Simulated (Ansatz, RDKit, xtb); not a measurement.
# C3H10GeN2: which of the isomers drawn lies lowest?

Which of a sample of isomers of C3H10GeN2 is the most stable in the gas at 298.15 K, and what are its properties? The sample is small against all isomers, and the most stable one of this formula need not be in it.

The funnel: GFN2-xTB relaxations, single points with a density functional, relaxations at B3LYP/def2-SVP, harmonic vibrations (at GFN2-xTB), and a last energy at a higher level. All values are calculated.

## 1. Candidates

Isomers were taken from a list of plausible structures; this is a sample, not all of them. That gives 6 candidates.

| label | SMILES | spin |
| --- | --- | --- |
| c146 | C=[N][GeH2][N](C)C | singlet |
| c258 | C[N](C)[GeH2][CH]=N | singlet |
| c329 | C[NH][GeH2][CH2]C=N | singlet |
| c893 | C=CN(C)[NH][GeH3] | singlet |
| c950 | C=C[CH2][GeH]([NH2])[NH2] | singlet |
| c983 | [NH2][GeH]([NH2])[CH]1CC1 | singlet |

Candidates are built by distance geometry, with a force field where one applies, in up to four conformers (letters a to d).

**Question.** With final energies at CCSD(T)/def2-SVP + MP2/def2-TZVPP - MP2/def2-SVP, which structure will this search put lowest in free energy, and by what margin?

| quantity | value |
| --- | --- |
| lowest structure found | C=C[CH2][GeH]([NH2])[NH2], singlet |
| next finalist | [NH2][GeH]([NH2])[CH]1CC1, singlet, 8.5 kcal/mol higher in G |
| share at equilibrium, among the finalists | 100.0 % |

The lowest structure found is `C=C[CH2][GeH]([NH2])[NH2]`. The margin of 8.5 kcal/mol over the next finalist is beyond the usual error of the last level; it says nothing of structures that weren't ranked. r2SCAN-D4/def2-SVP, B3LYP/def2-SVP, HF/def2-SVP and MP2/def2-SVP already put its bonding pattern lowest among the structures in one piece; GFN2-xTB and HF/STO-3G favour the singlet [NH2][GeH]([NH2])[CH]1CC1. 8 minima inside the window were never screened. The search is not exhaustive (a finite list of starts, one conformer a finalist), so a lower isomer can't be ruled out. Only 6 drawn patterns were tried, so whole families of isomers are missing, and the result ranks this sample alone.
